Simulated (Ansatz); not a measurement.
# C₂HFSe: one species, many methods

Aim: compute C₂HFSe with functionals from several rungs and with coupled cluster. The yardstick is the atomisation energy at the CCSD(T) limit.

The runs use Ansatz 0.2.0, Gaussian basis; functionals in def2-TZVPP, the program's frozen cores in correlated methods.

Levels to be run: LDA (SPW92), PBE-D4, revPBE-D4, BLYP-D4, r2SCAN-D4, B97M-V, PBE0-D4, B3LYP-D4, r2SCANh-D4, r2SCAN0-D4, HSE06-D4, BHLYP-D4, CAM-B3LYP-D4, LC-ωPBE, ωB97X-V, ωB97M-V, B2PLYP, PBE-QIDH; CCSD(T)/def2-SVP; CCSD(T)/def2-TZVPP; MP2/def2-QZVPP; extrapolation to the limit; RPA on PBE.

## Step 1: The geometry

An earlier PBE0-D4 in a triple-zeta def2 set relaxation fixed the geometry.

SMILES `FC1=C[Se]1`, 5 atoms, charge 0, spin multiplicity 1.

Atoms are counted from 1 here; the program's logs count them from 0.

Bond lengths: F1–C2 1.295 Å, C2–C3 1.273 Å, C2–Se4 1.914 Å, C3–Se4 2.039 Å, C3–H5 1.073 Å. Angles: F1–C2–C3 145.4°, F1–C2–Se4 138.0°, C3–C2–Se4 76.6°, C2–C3–Se4 66.0°, C2–C3–H5 155.7°, Se4–C3–H5 138.4°, C2–Se4–C3 37.4°.

Geometry (Å):

```csv
atom,x (Å),y (Å),z (Å)
F1,-0.35189,-1.45940,1.11044
C2,-0.22132,-0.49808,0.25290
C3,0.46825,0.51728,-0.08572
Se4,-1.11084,0.13690,-1.31824
H5,1.26580,1.22970,-0.00088
```

## Step 2: LDA

This LDA is Slater exchange with PW92 correlation.

Input file in.yaml:

```yaml
crystal:
  periodic: [false, false, false]
  atoms:
    - {symbol: F, position_ang: [-0.351891, -1.459396, 1.110438]}
    - {symbol: C, position_ang: [-0.221321, -0.498080, 0.252905]}
    - {symbol: C, position_ang: [0.468253, 0.517281, -0.085719]}
    - {symbol: Se, position_ang: [-1.110843, 0.136899, -1.318243]}
    - {symbol: H, position_ang: [1.265802, 1.229697, -0.000879]}
basis:
  gaussian: {orbitals: def2-TZVPP}
hamiltonian: {xc: lda}
output: {orbitals: {seedname: orbitals}}
```

On the command line:

```sh
$ ansatz run in.yaml --threads 2 --pin off --events-out ev --progress --plain --max-ram 4352MiB
```

Further steps of the session: PBE-D4 (GGA); revPBE-D4 (GGA); BLYP-D4 (GGA); r2SCAN-D4 (meta-GGA); B97M-V (meta-GGA); PBE0-D4 (hybrid); B3LYP-D4 (hybrid); r2SCANh-D4 (hybrid); r2SCAN0-D4 (hybrid); HSE06-D4 (hybrid); BHLYP-D4 (hybrid); CAM-B3LYP-D4 (range-separated); LC-ωPBE (range-separated); ωB97X-V (range-separated); ωB97M-V (range-separated); B2PLYP (double hybrid); PBE-QIDH (double hybrid); CCSD(T) in def2-SVP; CCSD(T) in def2-TZVPP; MP2 in def2-QZVPP; RPA on PBE orbitals.

**Question.** What will the summary of the whole plan be? Wanted: atomisation energy, CCSD(T)/CBS; farthest beyond LDA; mean size of error, GGA; mean size of error, meta-GGA; mean size of error, hybrid; mean size of error, range-separated; mean size of error, double hybrid; gap, smallest and largest; T1 diagnostic.

As calculated:

```
                               quantity                                                                                    value
        atomisation energy, CCSD(T)/CBS                                                                            1823.2 kJ/mol
 functionals within 18.2 kJ/mol (1.0 %)  B97M-V, B3LYP-D4, r2SCANh-D4, CAM-B3LYP-D4, LC-ωPBE, ωB97X-V, ωB97M-V, B2PLYP, PBE-QIDH
                    farthest beyond LDA                                                                   PBE-D4 (+132.2 kJ/mol)
                mean size of error, GGA                                                                              74.0 kJ/mol
           mean size of error, meta-GGA                                                                              15.6 kJ/mol
             mean size of error, hybrid                                                                              44.0 kJ/mol
    mean size of error, range-separated                                                                               2.6 kJ/mol
      mean size of error, double hybrid                                                                              11.1 kJ/mol
              gap, smallest and largest                                                     2.40 eV (BLYP-D4), 9.44 eV (LC-ωPBE)
                          T1 diagnostic                                                                                   0.0117
triples share of the correlation energy                                                                                    4.4 %
```

LDA overbinds by 439.1 kJ/mol (24 %). PBE-D4 misses by +132.2 kJ/mol. Double hybrids carry the basis error of their MP2 part in triple zeta, and no dispersion term here, so their miss is partly the set-up's. The rungs range-separated, double hybrid, meta-GGA miss on average by less than the doubt on the reference (18.2 kJ/mol), so they tie; GGA functionals have the largest mean beyond LDA (74.0 kJ/mol). The reference freezes the cores and leaves out relativity and excitations past (T), and its outer-core shells are covered unevenly, so misses under about 18.2 kJ/mol can't be ranked. All levels share the lack of spin-orbit coupling, which lowers the free heavy atoms and so the true binding. Hartree-Fock recovers 61 % of the binding; the rest is correlation. CCSD(T) in def2-SVP is off by -129.6 kJ/mol, so the small basis spoils what the method gains. Orbital gaps span 2.4 to 9.4 eV; exact exchange widens them. Correlated methods include outer-core shells of Se, which these sets cover unevenly.
